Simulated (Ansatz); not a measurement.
# FePt: the cost of one run

Computed with Ansatz 0.2.0 (DFT PBE, scalar-relativistic, plane waves, PAW, unless a step's input says otherwise).

3 further runs of the same task are left out: 2 that didn't finish, 1 set aside as unsound or not needed. Runs told in other sessions of the task aren't counted.

## Step 1: The starting structure

Symmetry: P4/mmm, No. 123, tetragonal system. The conventional cell has a = 2.729 Å, b = 2.729 Å, c = 3.765 Å, α = 90.00°, β = 90.00°, γ = 90.00°. Around Fe (site symmetry 4/mmm) lie 8 Pt at 2.70 Å and 4 Fe at 2.73 Å. Pt (site symmetry 4/mmm) has 8 Fe at 2.70 Å and 4 Pt at 2.73 Å in its first shell of neighbours.

As a file:

```cif
data_structure
_symmetry_space_group_name_H-M 'P 1'
_symmetry_Int_Tables_number 1
_cell_length_a 2.7291
_cell_length_b 2.7291
_cell_length_c 3.7652
_cell_angle_alpha 90.000
_cell_angle_beta 90.000
_cell_angle_gamma 90.000
_cell_volume 28.04
loop_
_atom_site_label
_atom_site_type_symbol
_atom_site_fract_x
_atom_site_fract_y
_atom_site_fract_z
_atom_site_occupancy
Fe1 Fe 0.50000 0.50000 0.50000 1
Pt1 Pt 0.00000 0.00000 0.00000 1
```

The cell was relaxed beforehand at this level, from a generated guess; it is a trial structure. At a tolerance of 0.05 Å it has space group P4/mmm (No. 123); it has 14.02 Å³/atom, an uncorrected energy of -0.23 eV/atom over the elements and, on its mesh, gap none (metal).

## Step 2: Point at V/V0 = 0.97

Contents of input.yaml:

```yaml
crystal:
  lattice:
    - [2.7015316196, 0.0, 0.0]
    - [0.0, 2.7015316196, 0.0]
    - [0.0, 0.0, 3.7271940405]
  atoms:
    - { symbol: Fe, position: [0.5, 0.5, 0.5], spin: 3.28 }
    - { symbol: Pt, position: [0.0, 0.0, 0.0], spin: 0.42 }
basis:
  ecutwfc: 420
kpoints:
  mp_grid: { grid: [20, 20, 14] }
hamiltonian:
  xc: pbe
scf:
  occupations: { method: gaussian, width: 0.1 }
output:
  forces: true
  stress: true
  eigenvalues: true
  populations: true
magnetization:
  spin_polarized: true
relax:
  adjacent_minimum: "off"
  f_tol: 0.01
  max_steps: 30
  cell: { stress_tol: 0.1, fix: [volume] }
```

On the command line:

```bash
$ ansatz run input.yaml --threads 1 --pin off --max-ram 2560MiB --backend cpu --events-out ev --progress --plain --runs-dir out
```

**Question.** How long does this run take on 1 thread of Intel Xeon at 2.50GHz (Skylake/Cascade Lake), shared host, and how much memory does it need?

About 3.5 min, with a peak of 0.81 GiB.
